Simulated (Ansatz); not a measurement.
# ZnInH3: the cost of one run

Computed with Ansatz 0.2.0 (DFT PBE, scalar-relativistic, plane waves, PAW, unless a step's input says otherwise).

## 1. The system as given

It takes space group P42_12 (No. 90, tetragonal). Conventional cell: a = 5.945 Å, b = 5.945 Å, c = 4.204 Å, α = 90.00°, β = 90.00°, γ = 90.00°. Zn (site symmetry 4) has 6 H at 1.98 to 2.23 Å in its first shell of neighbours. In (site symmetry 222) is surrounded by 12 H at 2.77 to 3.19 Å. H (site symmetry 2) has 2 Zn at 2.13 Å and 4 In at 2.77 to 3.19 Å in its first shell of neighbours. Around H (site symmetry 4) lie 2 Zn at 1.98 to 2.23 Å.

Coordinates:

```
Zn In H
1.0
     5.94487    0.00000    0.00000
     0.00000    5.94487    0.00000
     0.00000    0.00000    4.20365
Zn In H
2 2 6
Direct
  0.50000 0.00000 0.03005
  0.00000 0.50000 0.96995
  0.00000 0.00000 0.50000
  0.50000 0.50000 0.50000
  0.78468 0.78468 0.00000
  0.71532 0.28468 0.00000
  0.50000 0.00000 0.50000
  0.21532 0.21532 0.00000
  0.28468 0.71532 0.00000
  0.00000 0.50000 0.50000
```

Recipe of the guess: perovskite family, tilts a0a0c+, antipolar shifts (P42_12, No. 90). Its size is a rough estimate.

## 2. A first look at the guess

File input.yaml:

```yaml
crystal:
  lattice:
    - [5.9448651, 0.0, 0.0]
    - [0.0, 5.9448651, 0.0]
    - [0.0, 0.0, 4.20365442]
  atoms:
    - { symbol: Zn, position: [0.5, 0.0, 0.03004918] }
    - { symbol: Zn, position: [0.0, 0.5, 0.96995082] }
    - { symbol: In, position: [0.0, 0.0, 0.5] }
    - { symbol: In, position: [0.5, 0.5, 0.5] }
    - { symbol: H, position: [0.78467512, 0.78467512, 0.0] }
    - { symbol: H, position: [0.71532488, 0.28467512, 0.0] }
    - { symbol: H, position: [0.5, 0.0, 0.5] }
    - { symbol: H, position: [0.21532488, 0.21532488, 0.0] }
    - { symbol: H, position: [0.28467512, 0.71532488, 0.0] }
    - { symbol: H, position: [0.0, 0.5, 0.5] }
basis:
  ecutwfc: 420
kpoints:
  mp_grid: { grid: [4, 4, 4] }
hamiltonian:
  xc: pbe
scf:
  occupations: { method: gaussian, width: 0.1 }
  lower_state_search: "off"
output:
  forces: true
  stress: true
  eigenvalues: true
```

Run with:

```
$ ansatz run input.yaml --threads 1 --pin off --max-ram 2560MiB --backend cpu --events-out ev --progress --plain --runs-dir out
```

Q: Estimate wall time and peak memory on 1 thread of Intel Xeon at 2.50GHz (Skylake/Cascade Lake), shared host.

About 16 s, with a peak of 0.4 GiB.
